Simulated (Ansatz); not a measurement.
# AlGeNH4O (SMILES [NH2][GeH]1[O][AlH]1) at PBE-QIDH/6-31G(d) (spherical functions)

Aim: the energy change on altering one bond length of AlGeNH4O at PBE-QIDH/6-31G* (spherical functions), from 2 runs. 

The calculation is run with Ansatz 0.2.0.

128 further runs of the same task are left out: 128 set aside as unsound or not needed.

## (1) The system as given

AlGeNH4O: 8 atoms, total charge 0, spin state singlet. As SMILES, `[NH2][GeH]1[O][AlH]1`. The shape is that of a PBE0-D4/def2-TZVP optimisation. This is one conformer, not always the lowest.

Bond lengths: N1–Ge2 1.822 Å, Ge2–O3 1.896 Å, Ge2–Al4 2.331 Å, O3–Al4 1.699 Å, N1–H5 1.009 Å, N1–H6 1.008 Å, Ge2–H7 1.543 Å, Al4–H8 1.577 Å. Some angles: N1–Ge2–O3 114.7°, N1–Ge2–Al4 126.9°, O3–Ge2–Al4 46.0°, Ge2–O3–Al4 80.7°, Ge2–Al4–O3 53.4°, N1–Ge2–H7 103.9°, O3–Ge2–H7 108.8°, Al4–Ge2–H7 128.4°, Ge2–N1–H5 116.8°, Ge2–N1–H6 117.5°.

## (2) The energy at PBE-QIDH/6-31G(d) (spherical functions)

Input file molecule.yaml:

```yaml
basis:
  gaussian:
    orbitals: 6-31G_st_-spherical.json
crystal:
  periodic: [false, false, false]
  atoms:
    - {symbol: "N", position_ang: [-1.000700, 1.330400, 0.514400]}
    - {symbol: Ge, position_ang: [0.239100, 0.000100, 0.626900]}
    - {symbol: O, position_ang: [1.177500, -0.346000, -0.983500]}
    - {symbol: Al, position_ang: [0.431500, -1.856900, -0.769100]}
    - {symbol: H, position_ang: [-0.662600, 2.276400, 0.611900]}
    - {symbol: H, position_ang: [-1.682100, 1.271200, -0.226100]}
    - {symbol: H, position_ang: [1.237900, 0.511900, 1.685400]}
    - {symbol: H, position_ang: [0.351700, -3.244100, -1.515600]}
hamiltonian:
  xc: {name: PBE-QIDH}
correlation:
  frozen_orbitals: {Al: 5, Ge: 9, H: 0, "N": 1, O: 1}
accuracy: high
output:
  orbitals: {seedname: orbitals}
```

The basis set 6-31G* is read from a file made from the Basis Set Exchange's data (not shown).

Started as:

```console
$ ansatz run molecule.yaml --threads 1 --pin off --max-ram 3480MiB --events-out events.jsonl --progress --plain --runs-dir runs
```

Standard output:

```text
Warning: RAYON_NUM_THREADS=1 ignored (pool sized by the plan → 1); use --threads N
Functional definition: PBE-QIDH
  name "PBE-QIDH"
  parameter a = 3^(-1/3)
  parameter c = 1/3
  exchange = (1 - a)*pbe_x + a*exact_x
  correlation = (1 - c)*pbe_c + c*(mp2_os + mp2_ss)
1871 factors; integrals over basis functions are off by at most 4.7e-9 eV
mean field evaluation 1: about -66668.2097 eV, gradient 5.9e1 eV
mean field evaluation 2: about -66668.2729 eV, gradient 5.9e1 eV
mean field evaluation 4: about -66675.2235 eV, gradient 1.0e1 eV
mean field evaluation 8: about -66675.4549 eV, gradient 3.5e-1 eV
mean field evaluation 16: about -66675.4561 eV, gradient 3.3e-4 eV
mean field -66675.45606438 eV, -2450.2778161187 hartree, gradient 3.9e-8 eV, S^2 0.000000; 0 other end points of the search recorded, 0 dependent functions left out
16 core orbitals not correlated: weight in the atoms' cores, before any rotation towards them, 1.000 or more for the frozen orbitals, at most 0.000 for the correlated occupied ones
reference -66675.45606574 eV, -2450.2778161684 hartree; 16, 16 occupied and 54, 54 virtual orbitals, 1871 factors
second order -20.18639840 eV of doubles, -0.00000000 eV of singles
Total energy: -66682.18486520 eV, -2450.5250949879 hartree
```

Wall time 14 s (1 thread of Arm Neoverse V2, shared host); peak memory 0.32 GiB.

## (3) The distorted shape at the same level

Input file run.yaml:

```yaml
crystal:
  periodic: [false, false, false]
  atoms:
    - {symbol: "N", position_ang: [-1.169755, 0.857386, 0.465649]}
    - {symbol: Ge, position_ang: [0.070045, -0.472914, 0.578149]}
    - {symbol: O, position_ang: [1.008445, -0.819014, -1.032251]}
    - {symbol: Al, position_ang: [0.262445, -2.329914, -0.817851]}
    - {symbol: H, position_ang: [-0.662600, 2.276400, 0.611900]}
    - {symbol: H, position_ang: [-1.851155, 0.798186, -0.274851]}
    - {symbol: H, position_ang: [1.068845, 0.038886, 1.636649]}
    - {symbol: H, position_ang: [0.182645, -3.717114, -1.564351]}
basis:
  gaussian: {orbitals: 6-31G_st_-spherical.json}
accuracy: high
hamiltonian: {xc: {name: PBE-QIDH}}
output: {orbitals: {seedname: orbitals}}
correlation: {frozen_orbitals: {Al: 5, Ge: 9, H: 0, "N": 1, O: 1}}
magnetization: {spin_polarized: false, initial_magnetization: 0}
```

The basis set 6-31G* is read from a file made from the Basis Set Exchange's data (not shown).

Started as:

```console
$ ansatz run run.yaml --threads 1 --pin off --max-ram 3480MiB --events-out events.jsonl --progress --plain --runs-dir runs
```

Standard output, cut to the lines that bear on the results:

```text
Warning: RAYON_NUM_THREADS=1 ignored (pool sized by the plan → 1); use --threads N
[... 2 set-up lines as earlier in the session ...]
[...]
1870 factors; integrals over basis functions are off by at most 4.6e-9 eV
[...]
mean field -66672.88012192 eV, -2450.1831519794 hartree, gradient 8.4e-8 eV, S^2 0.000000; 0 other end points of the search recorded, 0 dependent functions left out
16 core orbitals not correlated: weight in the atoms' cores, before any rotation towards them, 1.000 or more for the frozen orbitals, at most 0.000 for the correlated occupied ones
reference -66672.88012327 eV, -2450.1831520290 hartree; 16, 16 occupied and 54, 54 virtual orbitals, 1870 factors
second order -20.74037700 eV of doubles, -0.00000000 eV of singles
Total energy: -66679.79358227 eV, -2450.4372169612 hartree
```

Run time: 14 s. Hardware: 1 thread of Arm Neoverse V2, shared host; peak memory 0.31 GiB.

## (4) Results

At PBE-QIDH/6-31G* (spherical functions), 16 core orbitals frozen:

| quantity | value |
| --- | --- |
| first shape: total energy | -2450.52509 Eh |
| first shape: HOMO energy (SCF part's orbitals) | -7.87 eV |
| first shape: LUMO energy (SCF part's orbitals) | 0.24 eV |
| first shape: HOMO–LUMO gap (SCF part's orbitals) | 8.10 eV |
| distorted shape: total energy | -2450.43722 Eh |
| distorted shape: HOMO energy (SCF part's orbitals) | -7.85 eV |
| distorted shape: LUMO energy (SCF part's orbitals) | 0.09 eV |
| distorted shape: HOMO–LUMO gap (SCF part's orbitals) | 7.95 eV |
| energy change with the N1–H5 bond stretched from 1.009 to 1.514 Å | 2.391 eV |

In words: With the N1–H5 bond stretched from 1.009 to 1.514 Å the energy rises by 2.39 eV (231 kJ/mol). The first shape isn't relaxed at this level, so the change isn't measured from a minimum.
